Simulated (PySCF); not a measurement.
# [Yb(P5)2]+: other functionals and bases at one geometry

How far do other levels of theory move the description of [Yb(P5)2]+, and what does each cost? It is a constructed species; whether it can be made isn't addressed.

Method: several levels, as the steps say, no spin–orbit coupling; program: PySCF 2.14.0.

## (1) The system as given

11 atoms, charge 1, spin multiplicity 1.

Bond lengths: Yb1–P2 2.988 Å, Yb1–P3 2.988 Å, Yb1–P4 2.988 Å, Yb1–P5 2.988 Å, Yb1–P6 2.988 Å, Yb1–P7 2.988 Å, Yb1–P8 2.988 Å, Yb1–P9 2.988 Å, Yb1–P10 2.988 Å, Yb1–P11 2.988 Å, P2–P3 2.148 Å, P2–P6 2.148 Å, P3–P4 2.148 Å, P4–P5 2.148 Å, P5–P6 2.148 Å, P7–P8 2.148 Å, P7–P11 2.148 Å, P8–P9 2.148 Å and more. Angles: P2–Yb1–P3 42.1°, P2–Yb1–P4 71.1°, P2–Yb1–P5 71.1°, P2–Yb1–P6 42.1°, P2–Yb1–P7 180.0°, P2–Yb1–P8 137.9°, P2–Yb1–P9 108.9°, P2–Yb1–P10 108.9°, P2–Yb1–P11 137.9°, P3–Yb1–P4 42.1°, P3–Yb1–P5 71.1°, P3–Yb1–P6 71.1°, P3–Yb1–P7 137.9°, P3–Yb1–P8 108.9°, P3–Yb1–P9 108.9°, P3–Yb1–P10 137.9°, P3–Yb1–P11 180.0°, P4–Yb1–P5 42.1° and more.

Coordinates:

```xyz
11

Yb    0.0000    0.0000    0.0000
P     0.0000    1.8269    2.3640
P    -1.7375    0.5645    2.3640
P    -1.0738   -1.4780    2.3640
P     1.0738   -1.4780    2.3640
P     1.7375    0.5646    2.3640
P     0.0000   -1.8269   -2.3640
P    -1.7375   -0.5646   -2.3640
P    -1.0738    1.4780   -2.3640
P     1.0738    1.4780   -2.3640
P     1.7375   -0.5645   -2.3640
```

Formal oxidation states: Yb +3. Each metal's 13 4f electrons lie in its core potential, so multiplicities, spins and levels count the valence alone. An earlier session relaxed this geometry at r2SCAN, Yb lcecp-1-SVP with ECP59, P def2-SVP (singlet, point group D5d).

At r2SCAN on the finer grid: E = -3451.627215 Eh, HOMO -10.61 eV, LUMO -9.07 eV, Mulliken charge on Yb1 +0.98 e, largest force component 0.092 eV/Å. 

Levels to run: revPBE; B3LYP; BP86; CAM-B3LYP; r2SCAN, TZVP. Hardware: 4 threads of Arm Neoverse V1, shared host.

## (2) revPBE

The input, run.py (the lines that set the calculation):

```python
mol = gto.M(atom='''
Yb     0.00000     0.00000     0.00000
P      0.00000     1.82693     2.36398
P     -1.73752     0.56455     2.36398
P     -1.07384    -1.47802     2.36398
P      1.07385    -1.47802     2.36398
P      1.73751     0.56456     2.36398
P      0.00000    -1.82693    -2.36398
P     -1.73751    -0.56456    -2.36398
P     -1.07385     1.47802    -2.36398
P      1.07384     1.47802    -2.36398
P      1.73752    -0.56455    -2.36398''',
    basis={'Yb': 'lcecp-1-SVP', 'P': 'def2-SVP'},
    ecp={'Yb': 'lcecp-1-SVP'},
    charge=1, spin=0)
mf = dft.RKS(mol, xc='PBE_R,PBE')
mf.grids.atom_grid = (75, 302)  # f atoms: unpruned, at least (60, 302)
mf = mf.density_fit()  # fitting sets: Yb AutoAux, P def2-universal-JKFIT
mf.conv_tol = 1e-08; mf.max_cycle = 55
mf.kernel(dm0)  # dm0: the density of the relaxed state
```

The run is started by

```bash
> OMP_NUM_THREADS=4 python run.py
```

## (3) B3LYP

Edit run.py (the lines that set the calculation) of step 2 so:

```diff
@@ -15,3 +15,3 @@
     charge=1, spin=0)
-mf = dft.RKS(mol, xc='PBE_R,PBE')
+mf = dft.RKS(mol, xc='B3LYP')
 mf.grids.atom_grid = (75, 302)  # f atoms: unpruned, at least (60, 302)
```

## (4) BP86

Edit run.py (the lines that set the calculation) of step 3 so:

```diff
@@ -15,3 +15,3 @@
     charge=1, spin=0)
-mf = dft.RKS(mol, xc='B3LYP')
+mf = dft.RKS(mol, xc='B88,P86')
 mf.grids.atom_grid = (75, 302)  # f atoms: unpruned, at least (60, 302)
```

## (5) CAM-B3LYP

Edit run.py (the lines that set the calculation) of step 4 so:

```diff
@@ -15,3 +15,3 @@
     charge=1, spin=0)
-mf = dft.RKS(mol, xc='B88,P86')
+mf = dft.RKS(mol, xc='CAMB3LYP')
 mf.grids.atom_grid = (75, 302)  # f atoms: unpruned, at least (60, 302)
```

## (6) r2SCAN, TZVP

Basis: Yb lcecp-1-TZVP with ECP59, P def2-TZVP. 

Edit run.py (the lines that set the calculation) of step 5 so:

```diff
@@ -12,6 +12,6 @@
 P      1.73752    -0.56455    -2.36398''',
-    basis={'Yb': 'lcecp-1-SVP', 'P': 'def2-SVP'},
-    ecp={'Yb': 'lcecp-1-SVP'},
+    basis={'Yb': 'lcecp-1-TZVP', 'P': 'def2-TZVP'},
+    ecp={'Yb': 'lcecp-1-TZVP'},
     charge=1, spin=0)
-mf = dft.RKS(mol, xc='CAMB3LYP')
+mf = dft.RKS(mol, xc='R2SCAN')
 mf.grids.atom_grid = (75, 302)  # f atoms: unpruned, at least (60, 302)
@@ -19,2 +19,2 @@
 mf.conv_tol = 1e-08; mf.max_cycle = 55
-mf.kernel(dm0)  # dm0: the density of the relaxed state
+mf.kernel(dm0)  # dm0: free metal ions and neutral atoms
```

**Question.** What will these runs give? Wanted: for each run, HOMO; gap; charge on Yb1; dipole; largest force.

As calculated:

| level | state | HOMO (eV) | gap (eV) | charge on Yb1 (e) | dipole (D) | largest force (eV/Å) | basis functions | time |
| --- | --- | --- | --- | --- | --- | --- | --- | --- |
| r2SCAN (relaxed here) | singlet | -10.61 | 1.54 | 0.98 | 0.00 | 0.09 | 213 | 2.8 min |
| revPBE | singlet | -10.26 | 1.37 | 0.83 | 0.00 | 0.32 | 213 | 18 s |
| B3LYP | singlet | -11.00 | 2.64 | 0.58 | 0.01 | 0.10 | 213 | 26 s |
| BP86 | singlet | -10.37 | 1.32 | 0.61 | 0.00 | 0.29 | 213 | 17 s |
| CAM-B3LYP | singlet | -12.40 | 5.12 | 0.47 | 0.00 | 0.38 | 213 | 41 s |
| r2SCAN, TZVP | singlet | -10.28 | 1.51 | 1.30 | 0.00 | 0.41 | 417 | 84 s |

Times are on 4 threads of Arm Neoverse V1, shared host; the first row also made further properties. The dipole of a charged species depends on the origin, so these sizes hold for this origin alone.

In one basis the HOMO–LUMO gap runs from 1.32 eV (BP86) to 5.12 eV (CAM-B3LYP); the widest gap comes with exact exchange. The largest leftover force, 0.41 eV/Å with r2SCAN, TZVP, stands at a geometry relaxed at another level. The Mulliken charge on Yb spans +0.47 to +1.30 e over the levels. With 4f in the core, its levels are missing from HOMO and gap. Total energies of different levels can't be compared. Spin–orbit coupling is left out throughout.
